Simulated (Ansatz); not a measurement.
# H₅InN₂S: a ladder of functionals and wavefunction methods

Aim: compute H₅InN₂S with functionals from several rungs and with coupled cluster, and see how far each lands from CCSD(T) at the basis-set limit for the atomisation energy.

Program: Ansatz 0.2.0, Gaussian basis. Level of theory: functionals in def2-TZVPP, the program's frozen cores in correlated methods. These are calculated values, not measurements.

Levels to be run: LDA (SPW92), PBE-D4, revPBE-D4, BLYP-D4, r2SCAN-D4, B97M-V, PBE0-D4, B3LYP-D4, r2SCANh-D4, r2SCAN0-D4, HSE06-D4, BHLYP-D4, CAM-B3LYP-D4, LC-ωPBE, ωB97X-V, ωB97M-V, B2PLYP, PBE-QIDH; CCSD(T)/def2-SVP; CCSD(T)/def2-TZVPP; MP2/def2-QZVPP; extrapolation to the limit; RPA on PBE.

1 further run of the same task is left out (for a known fault of the program).

### 1 The geometry

The geometry comes from an earlier relaxation with PBE0-D4 in a triple-zeta def2 set; it is a stationary point, not always the lowest conformer. In takes the def2 core potential; no spin-orbit term is included.

SMILES `[NH2][In]([NH2])[SH]`, 9 atoms, charge 0, spin multiplicity 1.

Atoms are counted from 1 here; the program's logs count them from 0.

Bond lengths: N1–In2 2.022 Å, N1–H5 1.011 Å, N1–H6 1.010 Å, In2–N3 2.019 Å, In2–S4 2.384 Å, N3–H7 1.010 Å, N3–H8 1.010 Å, S4–H9 1.343 Å. Angles: In2–N1–H5 116.0°, In2–N1–H6 116.2°, H5–N1–H6 108.5°, N1–In2–N3 120.8°, N1–In2–S4 120.5°, N3–In2–S4 118.7°, In2–N3–H7 116.3°, In2–N3–H8 116.4°, H7–N3–H8 108.7°, In2–S4–H9 93.5°.

### 2 LDA

This LDA is Slater exchange with PW92 correlation.

Input file in.yaml:

```yaml
crystal:
  periodic: [false, false, false]
  atoms:
    - {symbol: N, position_ang: [-0.794906, 1.335341, 0.900584]}
    - {symbol: In, position_ang: [0.212373, -0.087915, -0.122266]}
    - {symbol: N, position_ang: [-0.625642, -1.887787, -0.487067]}
    - {symbol: S, position_ang: [2.419274, 0.329086, -0.922235]}
    - {symbol: H, position_ang: [-1.803073, 1.275469, 0.866076]}
    - {symbol: H, position_ang: [-0.523540, 2.291210, 0.719392]}
    - {symbol: H, position_ang: [0.012584, -2.651753, -0.657022]}
    - {symbol: H, position_ang: [-1.332635, -2.194947, 0.165757]}
    - {symbol: H, position_ang: [2.435546, 1.591296, -0.463238]}
basis:
  gaussian: {orbitals: def2-TZVPP}
hamiltonian: {xc: lda}
output: {orbitals: {seedname: orbitals}}
```

Launch:

```sh
> ansatz run in.yaml --threads 4 --pin off --events-out ev --progress --plain --max-ram 10444MiB
```

The runs that follow: PBE-D4 (GGA); revPBE-D4 (GGA); BLYP-D4 (GGA); r2SCAN-D4 (meta-GGA); B97M-V (meta-GGA); PBE0-D4 (hybrid); B3LYP-D4 (hybrid); r2SCANh-D4 (hybrid); r2SCAN0-D4 (hybrid); HSE06-D4 (hybrid); BHLYP-D4 (hybrid); CAM-B3LYP-D4 (range-separated); LC-ωPBE (range-separated); ωB97X-V (range-separated); ωB97M-V (range-separated); B2PLYP (double hybrid); PBE-QIDH (double hybrid); CCSD(T) in def2-SVP; CCSD(T) in def2-TZVPP; MP2 in def2-QZVPP; RPA on PBE orbitals.

**Question.** What will the summary of the whole plan be? Wanted: atomisation energy, CCSD(T)/CBS; farthest beyond LDA; mean size of error, GGA; mean size of error, meta-GGA; mean size of error, hybrid; mean size of error, range-separated; mean size of error, double hybrid; gap, smallest and largest; T1 diagnostic.

As calculated:

| quantity | value |
| --- | --- |
| atomisation energy, CCSD(T)/CBS | 27.953 eV |
| functionals within 0.280 eV (1.0 %) | BLYP-D4, B97M-V, CAM-B3LYP-D4, ωB97X-V, ωB97M-V |
| farthest beyond LDA | BHLYP-D4 (-1.368 eV) |
| mean size of error, GGA | 0.374 eV |
| mean size of error, meta-GGA | 0.331 eV |
| mean size of error, hybrid | 0.707 eV |
| mean size of error, range-separated | 0.155 eV |
| mean size of error, double hybrid | 0.706 eV |
| gap, smallest and largest | 3.83 eV (BLYP-D4), 11.17 eV (LC-ωPBE) |
| T1 diagnostic | 0.0141 |
| triples share of the correlation energy | 3.8 % |

The LDA atomisation energy is off by 4.231 eV (15 %): it overbinds. PBE-D4 is off by +0.291 eV. Double hybrids carry the basis error of their MP2 part in triple zeta, and no dispersion term here, so their miss is partly the set-up's. By mean error the best rung here is range-separated (0.155 eV) and the worst beyond LDA is hybrid (0.707 eV). The mean of the hybrids holds BHLYP, with half exact exchange. The reference freezes the cores and leaves out spin-orbit coupling and excitations past (T), and its outer-core shells are covered unevenly, so misses under about 0.280 eV can't be ranked. All levels share the lack of spin-orbit coupling, which lowers the free heavy atoms and so the true binding. Hartree-Fock recovers 63 % of the binding; the rest is correlation. CCSD(T) in def2-SVP is off by -2.973 eV, more than most functionals: a good method in a small basis is no reference. Orbital gaps span 3.8 to 11.2 eV; exact exchange widens them. Correlated methods include outer-core shells of In, which these sets cover unevenly.
